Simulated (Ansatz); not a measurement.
**H₃InO₂S: basis-set convergence**

How large a basis does H₃InO₂S need? Two functionals are run in growing sets.

Computed with Ansatz 0.2.0, Gaussian basis. Level: one geometry, several basis sets.

The runs, in order: PBE0-D4/def2-SVP; ωB97M-V/def2-SVP; PBE0-D4/def2-QZVPP; ωB97M-V/def2-QZVPP; the functionals' def2-TZVPP values are taken from earlier runs.

### Step 1. The relaxed structure

All runs share one geometry, relaxed beforehand with PBE0-D4 in a triple-zeta def2 set. In takes the def2 core potential; no spin-orbit term is included.

7 atoms, charge 0, spin multiplicity 1.

Atoms are counted from 1 here; the program's logs count them from 0.

Bond lengths: O1–In2 1.978 Å, O1–H5 0.960 Å, In2–O3 1.973 Å, In2–S4 2.362 Å, O3–H6 0.961 Å, S4–H7 1.345 Å. Angles: In2–O1–H5 113.7°, O1–In2–O3 114.0°, O1–In2–S4 125.7°, O3–In2–S4 120.3°, In2–O3–H6 111.7°, In2–S4–H7 92.0°.

Geometry (Å):

```xyz
7
charge 0, multiplicity 1
O    -0.0326    1.8434   -0.8852
In    0.0277    0.0768    0.0014
O    -1.0994   -1.2933   -0.8616
S     1.2941   -0.4605    1.9210
H     0.5179    2.5067   -0.4626
H    -1.5590   -0.9427   -1.6295
H     0.8513   -1.7302    1.9166
```

### Step 2. PBE0-D4 in def2-SVP

in.yaml

```yaml
crystal:
  periodic: [false, false, false]
  atoms:
    - {symbol: O, position_ang: [-0.032630, 1.843390, -0.885249]}
    - {symbol: In, position_ang: [0.027667, 0.076774, 0.001379]}
    - {symbol: O, position_ang: [-1.099394, -1.293333, -0.861630]}
    - {symbol: S, position_ang: [1.294084, -0.460546, 1.921034]}
    - {symbol: H, position_ang: [0.517899, 2.506700, -0.462646]}
    - {symbol: H, position_ang: [-1.558967, -0.942734, -1.629518]}
    - {symbol: H, position_ang: [0.851322, -1.730241, 1.916620]}
basis:
  gaussian: {orbitals: def2-SVP}
hamiltonian: {xc: pbe0, dispersion: d4}
output: {orbitals: {seedname: orbitals}}
```

Launch:

```sh
ansatz run in.yaml --threads 4 --pin off --events-out ev --progress --plain --max-ram 10444MiB
```

Further steps of the session: ωB97M-V in def2-SVP; PBE0-D4 in def2-QZVPP; ωB97M-V in def2-QZVPP.

Q: Predict the results of all the runs planned. Wanted: PBE0-D4: double and triple zeta above quadruple; ωB97M-V: double and triple zeta above quadruple.

The runs gave:

| quantity | value |
| --- | --- |
| PBE0-D4: double and triple zeta above quadruple | 10.16, 0.64 eV |
| ωB97M-V: double and triple zeta above quadruple | 10.24, 0.61 eV |

In words: For PBE0-D4 the step from double to triple zeta gains 9.52 eV and the next only 0.64 eV. Total energies overstate the basis error of differences, where much of it tends to cancel.
